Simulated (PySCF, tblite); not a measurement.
**C5H14GeN2: geometry, infrared bands and NMR shifts**

Wanted: the infrared bands and NMR shifts of C5H14GeN2 (`CCCC/C=N/[NH][GeH3]`), by calculation.

The runs use tblite 0.8.0 and PySCF 2.14.0, with density-fitted response routines of our own; the level of theory stands in each step. All values are computed, except where a source is named. Atoms are numbered from 0 throughout.

## (1) The starting structure

22 atoms, charge 0, multiplicity 1; geometry from: force field or distance geometry start.

Bonds of the start (Å): C0–C1 1.47, C1–C2 1.54, C2–C3 1.50, C3–C4 1.48, C4–N5 1.29, N5–N6 1.39, N6–Ge7 1.84, C0–H8 1.10, C0–H9 1.12, C0–H10 1.13, C1–H11 1.14, C1–H12 1.08, C2–H13 1.11, C2–H14 1.12, C3–H15 1.14, C3–H16 1.12, C4–H17 1.08, N6–H18 1.07, Ge7–H19 1.53, Ge7–H20 1.56, Ge7–H21 1.56.

## (2) Relaxing the molecule with GFN2-xTB

Job settings and geometry (Å):

```
{"job": {"kind": "relax", "xc": "GFN2-xTB", "basis": "xTB"}, "charge": 0, "multiplicity": 1}
C     -3.822100     0.753800    -0.005400
C     -2.695000    -0.190300    -0.094800
C     -1.307800     0.470200     0.047000
C     -0.341900    -0.669100    -0.075800
C      1.077400    -0.274100     0.037600
N      1.921100    -1.188900     0.365900
N      3.285700    -0.968700     0.499300
Ge     4.296000     0.236400    -0.454200
H     -3.572200     1.746000     0.395100
H     -4.372900     0.799300    -0.981500
H     -4.593100     0.321600     0.700300
H     -2.709400    -0.948200     0.750700
H     -2.673400    -0.735400    -1.027900
H     -1.149000     1.206500    -0.763900
H     -1.287600     0.980900     1.044000
H     -0.595000    -1.376300     0.777800
H     -0.579200    -1.154900    -1.055700
H      1.439900     0.721500    -0.162000
H      3.786500    -1.554400     1.235500
H      3.499000     0.901300    -1.577200
H      4.766900     1.371600     0.510700
H      5.615700    -0.429300    -0.968000
```

The run is started by

```bash
$ OMP_NUM_THREADS=1 python probes_run.py task.json out
```

This one command runs all jobs of the session in turn.

What it wrote:

```text
step      E/eV     max force
  0    -695.23125    2.911
  1    -695.55181    1.988
  2    -695.67131    0.952
  3    -695.76324    0.615
  4    -695.80953    0.411
  5    -695.83018    0.326
  6    -695.85463    0.391
  7    -695.87406    0.485
  8    -695.89735    0.404
  9    -695.91425    0.273
 10    -695.92745    0.249
 11    -695.93760    0.192
 12    -695.94580    0.231
 13    -695.95316    0.195
 14    -695.95943    0.165
 15    -695.96437    0.148
 16    -695.96841    0.132
 17    -695.97189    0.146
 18    -695.97520    0.137
 19    -695.97888    0.144
 20    -695.98313    0.129
 21    -695.98726    0.129
 22    -695.99045    0.114
 23    -695.99302    0.110
 24    -695.99611    0.125
 25    -696.00075    0.155
 26    -696.00697    0.188
 27    -696.01406    0.221
 28    -696.02143    0.227
 29    -696.02877    0.219
 30    -696.03679    0.204
 31    -696.04526    0.227
 32    -696.05431    0.244
 33    -696.06083    0.211
 34    -696.07087    0.256
 35    -696.08150    0.298
 36    -696.09546    0.316
 37    -696.10580    0.252
 38    -696.11510    0.221
 39    -696.12283    0.229
 40    -696.12925    0.259
 41    -696.13327    0.175
 42    -696.13679    0.143
 43    -696.13990    0.210
 44    -696.14470    0.220
 45    -696.14875    0.163
 46    -696.15248    0.135
 47    -696.15616    0.164
 48    -696.16061    0.194
 49    -696.16599    0.255
 50    -696.16932    0.174
 51    -696.17291    0.123
 52    -696.17611    0.110
 53    -696.17900    0.174
 54    -696.18358    0.191
 55    -696.18750    0.126
 56    -696.19021    0.093
 57    -696.19192    0.108
 58    -696.19347    0.114
 59    -696.19508    0.097
 60    -696.19645    0.076
 61    -696.19751    0.073
 62    -696.19844    0.071
 63    -696.19936    0.062
 64    -696.20024    0.058
 65    -696.20104    0.059
 66    -696.20185    0.077
 67    -696.20276    0.088
 68    -696.20373    0.070
 69    -696.20473    0.073
 70    -696.20577    0.079
 71    -696.20690    0.081
 72    -696.20807    0.091
 73    -696.20912    0.065
 74    -696.20999    0.061
 75    -696.21090    0.062
 76    -696.21202    0.073
 77    -696.21339    0.098
 78    -696.21476    0.104
 79    -696.21604    0.110
 80    -696.21719    0.087
 81    -696.21823    0.091
 82    -696.21898    0.082
 83    -696.21958    0.067
 84    -696.22009    0.063
 85    -696.22074    0.055
 86    -696.22143    0.059
 87    -696.22195    0.051
 88    -696.22227    0.040
 89    -696.22250    0.027
 90    -696.22273    0.028
 91    -696.22297    0.032
 92    -696.22319    0.033
 93    -696.22336    0.026
 94    -696.22353    0.025
 95    -696.22372    0.031
 96    -696.22394    0.033
 97    -696.22415    0.038
 98    -696.22435    0.037
 99    -696.22458    0.038
100    -696.22489    0.044
101    -696.22526    0.044
102    -696.22558    0.044
103    -696.22581    0.032
104    -696.22598    0.028
105    -696.22618    0.037
106    -696.22647    0.042
107    -696.22679    0.047
108    -696.22708    0.031
109    -696.22730    0.045
110    -696.22753    0.035
111    -696.22781    0.048
112    -696.22817    0.051
113    -696.22846    0.053
114    -696.22868    0.045
115    -696.22884    0.026
116    -696.22895    0.024
117    -696.22906    0.025
118    -696.22919    0.030
119    -696.22933    0.030
120    -696.22945    0.021
121    -696.22954    0.023
122    -696.22962    0.020
123    -696.22970    0.019
124    -696.22976    0.017
125    -696.22982    0.018
126    -696.22990    0.020
127    -696.23003    0.025
128    -696.23021    0.030
129    -696.23041    0.032
130    -696.23058    0.031
131    -696.23071    0.025
132    -696.23086    0.029
133    -696.23105    0.033
134    -696.23128    0.033
135    -696.23150    0.051
136    -696.23170    0.029
137    -696.23187    0.028
138    -696.23202    0.053
139    -696.23216    0.034
140    -696.23230    0.022
141    -696.23242    0.028
142    -696.23252    0.024
143    -696.23258    0.018
144    -696.23261    0.011
145    -696.23263    0.010
146    -696.23266    0.010
147    -696.23268    0.012
148    -696.23271    0.012
149    -696.23276    0.016
150    -696.23283    0.016
151    -696.23290    0.018
152    -696.23298    0.019
153    -696.23307    0.021
154    -696.23317    0.021
155    -696.23328    0.018
156    -696.23337    0.023
157    -696.23347    0.022
158    -696.23356    0.020
159    -696.23365    0.018
160    -696.23372    0.018
161    -696.23381    0.025
162    -696.23392    0.022
163    -696.23406    0.026
164    -696.23419    0.024
165    -696.23430    0.019
166    -696.23437    0.018
167    -696.23443    0.016
168    -696.23449    0.021
169    -696.23454    0.019
170    -696.23458    0.015
171    -696.23462    0.013
172    -696.23465    0.010
173    -696.23468    0.010
174    -696.23470    0.013
175    -696.23472    0.012
176    -696.23475    0.012
177    -696.23477    0.010
178    -696.23479    0.010
```

Wall time 1.5 s (1 thread of Arm Neoverse V1, shared host).

The steps of the relaxation: (not every step is listed)

```
step  energy from step 0 (eV)  largest force (eV/Å)
   0                   0.0000                2.9107
   1                  -0.3206                1.9882
   2                  -0.4401                0.9518
   3                  -0.5320                0.6152
   4                  -0.5783                0.4115
   5                  -0.5989                0.3264
   6                  -0.6234                0.3913
   7                  -0.6428                0.4854
   8                  -0.6661                0.4044
  24                  -0.7649                0.1253
  40                  -0.8980                0.2595
  56                  -0.9590                0.0934
  72                  -0.9768                0.0912
  88                  -0.9910                0.0403
 104                  -0.9947                0.0282
 120                  -0.9982                0.0210
 136                  -1.0005                0.0287
 152                  -1.0017                0.0191
 168                  -1.0032                0.0209
 173                  -1.0034                0.0104
 174                  -1.0034                0.0131
 175                  -1.0035                0.0116
 176                  -1.0035                0.0120
 177                  -1.0035                0.0098
 178                  -1.0035                0.0097
```

Close pairs (by a distance rule), those that changed most:

```
   bond  before (Å)  after (Å)  change (Å)
Ge7–H21       1.565      1.490      -0.074
Ge7–H20       1.563      1.502      -0.061
 N6–H18       1.066      1.010      -0.055
  C0–C1       1.473      1.524      +0.051
 C3–H15       1.137      1.090      -0.047
 C0–H10       1.131      1.088      -0.044
 C1–H11       1.136      1.092      -0.043
  N5–N6       1.389      1.347      -0.041
```

The end geometry stands in the next job.

## (3) Harmonic vibrations with GFN2-xTB

Job settings and geometry (Å):

```
{"job": {"kind": "ir", "xc": "GFN2-xTB", "basis": "xTB"}, "charge": 0, "multiplicity": 1}
C     -3.609131     1.022568     0.286130
C     -2.719855    -0.179196    -0.008378
C     -1.240195     0.193579     0.019810
C     -0.341820    -1.011754    -0.273881
C      1.095648    -0.626713    -0.251095
N      1.894527    -1.134015     0.583333
N      3.187070    -0.753569     0.598597
Ge     4.080609     0.471735    -0.417898
H     -3.389892     1.426380     1.272138
H     -3.443578     1.808195    -0.447864
H     -4.658831     0.739789     0.256212
H     -2.908682    -0.960863     0.730686
H     -2.971308    -0.585616    -0.990962
H     -1.049657     0.975588    -0.719572
H     -0.985163     0.597141     1.002123
H     -0.505376    -1.790851     0.471246
H     -0.595063    -1.412493    -1.260076
H      1.429399     0.134978    -0.973151
H      3.690820    -1.255781     1.316085
H      4.066305     0.100049    -1.873214
H      3.500438     1.847484    -0.257915
H      5.463326     0.412747     0.135229
```

What it wrote:

```text
mode    cm-1     km/mol
  1      38.8      0.29
  2      51.3      0.07
  3      61.2      0.11
  4     110.0      0.11
  5     127.5      0.56
  6     166.6      0.15
  7     207.2     13.74
  8     231.2      1.28
  9     256.8     16.37
 10     292.7      6.61
 11     353.9     69.45
 12     366.3     19.56
 13     438.7      6.53
 14     517.4     62.75
 15     561.6     50.54
 16     565.8     55.81
 17     682.1     57.31
 18     762.9    351.51
 19     774.9      7.45
 20     812.5    117.28
 21     828.4     10.29
 22     850.0     99.89
 23     869.8     27.93
 24     939.1      2.84
 25     943.7      3.45
 26    1032.7      2.72
 27    1068.3      2.42
 28    1100.2      2.53
 29    1123.7      7.57
 30    1149.4     67.82
 31    1155.6    129.20
 32    1213.6      2.98
 33    1241.4     37.09
 34    1265.8      0.12
 35    1271.5     90.39
 36    1282.6     12.92
 37    1319.5     11.34
 38    1353.9     10.54
 39    1369.3      1.06
 40    1416.1      1.16
 41    1465.3      1.20
 42    1495.3      0.05
 43    1498.6      0.27
 44    1504.0      2.80
 45    1507.5      1.73
 46    1724.6     52.71
 47    1941.5    125.32
 48    1993.7    508.40
 49    2085.4    417.70
 50    2806.3    161.54
 51    2942.6     27.29
 52    2959.7      2.74
 53    2971.1     64.57
 54    2980.5     18.22
 55    2985.5     67.03
 56    3004.9     45.99
 57    3031.3     60.35
 58    3033.8     60.31
 59    3038.8     33.07
 60    3397.1      1.48
```

It took 0.94 s on 1 thread of Arm Neoverse V1, shared host.

Which atoms move in the most intense modes:

```
cm⁻¹  km/mol                                atoms
 763   351.5         H21 43 %, H20 27 %, H19 27 %
 812   117.3         H21 46 %, H19 18 %, H20 17 %
 850    99.9                   H20 45 %, H19 43 %
1156   129.2  N6 22 %, C4 18 %, N5 15 %, H15 15 %
1942   125.3                   H19 48 %, H20 41 %
1994   508.4                   H20 52 %, H19 46 %
2085   417.7                             H21 89 %
2806   161.5                             H17 94 %
```

## (4) NMR shieldings: PBE0/pcSseg-1

The job, as its differences from that of step 3:

```diff
@@ -1,2 +1,2 @@
-{"job": {"kind": "ir", "xc": "GFN2-xTB", "basis": "xTB"}, "charge": 0, "multiplicity": 1}
+{"job": {"kind": "nmr", "xc": "PBE0", "basis": "pcSseg-1"}, "charge": 0, "multiplicity": 1}
 C     -3.609131     1.022568     0.286130
```

Level: GIAO PBE0/pcSseg-1 NMR shielding, non-relativistic, gas phase.

What it wrote:

```text
coarse grid: 78168 points
cycle   1  E = -2384.4507547742  dE =  1.524e-01  |g| = 9.247e-01  |ddm| = 4.191e+00
cycle   2  E = -2384.4316827801  dE =  1.907e-02  |g| = 9.311e-01  |ddm| = 1.097e+00
cycle   3  E = -2384.5321052954  dE = -1.004e-01  |g| = 9.524e-02  |ddm| = 6.427e-01
cycle   4  E = -2384.5327447359  dE = -6.394e-04  |g| = 6.562e-02  |ddm| = 1.064e-01
cycle   5  E = -2384.5337023351  dE = -9.576e-04  |g| = 8.828e-03  |ddm| = 5.609e-02
cycle   6  E = -2384.5337205299  dE = -1.819e-05  |g| = 2.611e-03  |ddm| = 1.005e-02
cycle   7  E = -2384.5337220988  dE = -1.569e-06  |g| = 5.800e-04  |ddm| = 2.373e-03
final grid: 166272 points
cycle   8  E = -2384.5336311886  dE = -4.494e-08  |g| = 7.336e-04  |ddm| = 2.103e-03
cycle   9  E = -2384.5336310780  dE =  1.106e-07  |g| = 1.054e-03  |ddm| = 1.247e-03
cycle  10  E = -2384.5336313008  dE = -2.228e-07  |g| = 8.930e-05  |ddm| = 7.270e-04
cycle  11  E = -2384.5336313025  dE = -1.676e-09  |g| = 1.622e-05  |ddm| = 7.821e-05
cycle  12  E = -2384.5336313025  dE = -4.457e-11  |g| = 5.342e-06  |ddm| = 1.721e-05
converged SCF energy = -2384.5336313025

GIAO shielding tensors (ppm)
atom      isotropic    diamagn.    paramagn.     s11        s22        s33       span
  0 C      169.547     244.271     -74.725    158.059    162.964    187.617     29.558
  1 C      158.508     247.190     -88.682    147.627    155.729    172.168     24.541
  2 C      149.930     251.631    -101.701    131.447    145.259    173.085     41.638
  3 C      147.574     248.359    -100.785    128.820    145.659    168.243     39.423
  4 C       50.390     257.251    -206.861    -34.570     69.031    116.708    151.278
  5 N     -108.243     324.524    -432.767   -409.455   -113.551    198.276    607.731
  6 N      161.226     325.643    -164.416     89.918    136.074    257.688    167.770
  7 Ge    1524.017    2754.831   -1230.815   1402.583   1511.664   1657.803    255.220
  8 H       30.718      28.776       1.942     26.600     29.093     36.460      9.860
  9 H       30.762      28.714       2.048     26.598     29.162     36.526      9.929
 10 H       30.427      25.570       4.858     25.771     27.568     37.944     12.173
 11 H       30.332      31.214      -0.883     25.374     30.437     35.185      9.811
 12 H       30.394      31.108      -0.714     25.630     30.352     35.200      9.570
 13 H       30.352      35.156      -4.804     25.906     31.361     33.789      7.882
 14 H       30.507      35.123      -4.616     26.153     31.558     33.809      7.655
 15 H       29.408      33.364      -3.956     25.232     29.924     33.068      7.836
 16 H       29.499      32.520      -3.022     25.182     29.702     33.612      8.429
 17 H       25.012      35.393     -10.382     22.030     23.461     29.543      7.514
 18 H       27.067      31.619      -4.552     18.246     28.323     34.631     16.384
 19 H       27.025      28.144      -1.119     20.795     21.952     38.327     17.532
 20 H       27.056      29.022      -1.966     20.661     22.323     38.183     17.522
 21 H       27.789      27.387       0.402     21.370     23.051     38.945     17.574
```

It took 59 s on 1 thread of Arm Neoverse V1, shared host; peak memory 0.96 GiB.

The references, computed at this level on geometries of the same kind, shield at (ppm): ¹H TMS 31.72, ¹³C TMS 186.9, ¹⁵N NH3 267.7, ⁷³Ge GeMe4 1331. Their shielding less the atom's gives the shift. The references are single molecules in the gas phase, so shifts against H2O, NH3, PH3, H3PO4 or CFCl3 are not on the usual liquid scales and can be off by tens of ppm. Atoms listed in one row are averaged.

```
        atoms                             environment  σ (ppm)  δ (ppm)
           C4                              C=N carbon     50.4    136.5
           C3                                 sp3 CH2    147.6     39.4
           C2                                 sp3 CH2    149.9     37.0
           C1                                 sp3 CH2    158.5     28.4
           C0                           methyl carbon    169.5     17.4
          H17                hydrogen on a C=N carbon    25.01     6.71
          H18  hydrogen on a nitrogen bonded to Ge, N    27.07     4.65
H19, H20, H21     hydrogen on a germanium bonded to N    27.29     4.43
     H15, H16                  hydrogen on an sp3 CH2    29.45     2.26
     H11, H12                  hydrogen on an sp3 CH2    30.36     1.35
     H13, H14                  hydrogen on an sp3 CH2    30.43     1.29
  H8, H9, H10             hydrogen on a methyl carbon    30.64     1.08
           N5                          imine nitrogen   -108.2    376.0
           N6             nitrogen bonded to Ge, N, H    161.2    106.5
          Ge7              germanium bonded to N, 3 H     1524     -193
```

Charges from the same density, by scheme (e):

```
atoms  Mulliken    IAO  Hirshfeld  ESP fit
   C0     -0.25  -0.42      -0.12    -0.40
   C1     -0.28  -0.25      -0.06     0.22
   C2     -0.27  -0.25      -0.07     0.11
   C3     -0.15  -0.26      -0.07    -0.23
   C4     -0.03  -0.05       0.00     0.26
   N5     -0.21  -0.16      -0.11    -0.41
   N6     -0.53  -0.50      -0.18    -0.30
  Ge7      0.42   0.58       0.35     0.30
```

Mayer bond orders: C0–C1 1.06, C1–C2 1.03, C2–C3 1.02, C3–C4 1.03, C4–N5 1.82, N5–N6 1.08, N6–Ge7 0.79.

## (5) Outcome

| quantity | value |
| --- | --- |
| strongest single infrared mode (GFN2-xTB) | 1994 cm⁻¹, 508 km/mol |
| zero-point energy (GFN2-xTB) | 112.3 kcal/mol |
| ¹³C shifts against TMS (PBE0/pcSseg-1) | 136.5, 39.4, 37.0, 28.4, 17.4 ppm |
| ¹H shifts against TMS (PBE0/pcSseg-1, means over atoms taken as alike) | 6.71, 4.65, 4.43, 2.26, 1.35, 1.29, 1.08 ppm |
| ¹⁵N shifts against NH3 (PBE0/pcSseg-1) | 376.0, 106.5 ppm |
| ⁷³Ge shifts against GeMe4 (PBE0/pcSseg-1) | -193 ppm |

What this shows: Relaxing lowered the energy by 1.004 eV in 178 steps; the close pair that moved most is Ge7–H21, from 1.565 to 1.490 Å. All 60 modes are real, so the xTB geometry is a minimum. The strongest single mode, at 1994 cm⁻¹, moves mainly H20 and H19. GFN2-xTB is a fitted tight-binding method: band positions and strengths are rough. Its intensities can rank the bands wrongly. At PBE0/pcSseg-1: Shielding is most anisotropic at N5 (span 608 ppm, paramagnetic term -433 ppm). Spin-orbit coupling is left out, which matters for shieldings and couplings at and beside the heavy atoms.
